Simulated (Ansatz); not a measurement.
**SbH3O: up Jacob's ladder to CCSD(T)**

The task here is to estimate one member of a computed series from the others.

Computed with Ansatz 0.2.0, Gaussian basis. Level: functionals in def2-TZVPP, the program's frozen cores in correlated methods.

Levels to be run: LDA (SPW92), PBE-D4, revPBE-D4, BLYP-D4, r2SCAN-D4, B97M-V, PBE0-D4, B3LYP-D4, r2SCANh-D4, r2SCAN0-D4, HSE06-D4, BHLYP-D4, CAM-B3LYP-D4, LC-ωPBE, ωB97X-V, ωB97M-V, B2PLYP, PBE-QIDH; CCSD(T)/def2-SVP; CCSD(T)/def2-TZVPP; MP2/def2-QZVPP; extrapolation to the limit; RPA on PBE.

**The geometry**

An earlier PBE0-D4 in a triple-zeta def2 set relaxation fixed the geometry. Sb takes the def2 core potential; no spin-orbit term is included.

5 atoms, charge 0, spin multiplicity 1.

Atoms are counted from 1 here; the program's logs count them from 0.

Bond lengths: O1–Sb2 1.974 Å, O1–H3 0.960 Å, Sb2–H4 1.713 Å, Sb2–H5 1.713 Å. Angles: Sb2–O1–H3 109.6°, O1–Sb2–H4 94.3°, O1–Sb2–H5 94.3°, H4–Sb2–H5 90.6°.

Set-up of the first run:

File in.yaml:

```yaml
crystal:
  periodic: [false, false, false]
  atoms:
    - {symbol: O, position_ang: [0.376495, -0.787162, 0.846016]}
    - {symbol: Sb, position_ang: [0.012647, 0.161129, -0.846505]}
    - {symbol: H, position_ang: [0.890133, -1.578498, 0.668249]}
    - {symbol: H, position_ang: [-1.642159, 0.427258, -0.491511]}
    - {symbol: H, position_ang: [0.412884, 1.703673, -0.217650]}
basis:
  gaussian: {orbitals: def2-TZVPP}
hamiltonian: {xc: lda}
output: {orbitals: {seedname: orbitals}}
```

The run is started by

```sh
> ansatz run in.yaml --threads 2 --pin off --events-out ev --progress --plain --max-ram 4352MiB
```

Among the steps run: LDA; PBE-D4 (GGA); revPBE-D4 (GGA); BLYP-D4 (GGA); r2SCAN-D4 (meta-GGA); B97M-V (meta-GGA); PBE0-D4 (hybrid); B3LYP-D4 (hybrid); r2SCANh-D4 (hybrid); r2SCAN0-D4 (hybrid); HSE06-D4 (hybrid); BHLYP-D4 (hybrid); CAM-B3LYP-D4 (range-separated); LC-ωPBE (range-separated); ωB97X-V (range-separated); ωB97M-V (range-separated); B2PLYP (double hybrid); PBE-QIDH (double hybrid).

One table of the session follows, with a row left open; its other results are not shown here.

It belongs to the step «Frontier levels by functional». 

| functional | HOMO (eV) | gap (eV) |
| --- | --- | --- |
| LDA (SPW92) | -6.42 | 4.28 |
| PBE-D4 | -6.29 | 4.35 |
| revPBE-D4 | -6.24 | 4.40 |
| BLYP-D4 | -6.19 | 4.32 |
| r2SCAN-D4 | -6.56 | 4.90 |
| B97M-V | -6.53 | 4.76 |
| PBE0-D4 | -7.39 | 6.24 |
| B3LYP-D4 | ? | ? |
| r2SCANh-D4 | -6.96 | 5.59 |
| r2SCAN0-D4 | -7.57 | 6.60 |
| HSE06-D4 | -6.99 | 5.48 |
| BHLYP-D4 | -8.39 | 8.00 |
| CAM-B3LYP-D4 | -8.68 | 8.44 |
| LC-ωPBE | -9.92 | 10.85 |
| ωB97X-V | -9.61 | 10.41 |
| ωB97M-V | -9.51 | 10.07 |

Estimate the missing values for B3LYP-D4.

Worked estimate for «HOMO (eV)». Against the share of exact exchange, BLYP-D4 (0, -6.19), BHLYP-D4 (0.5, -8.39) give a slope of -4.40 per unit share; at 0.2 the line stands at -7.07.

The run gave: HOMO (eV): -7.23; gap (eV): 5.82. In «HOMO (eV)» the line misses by +0.16.
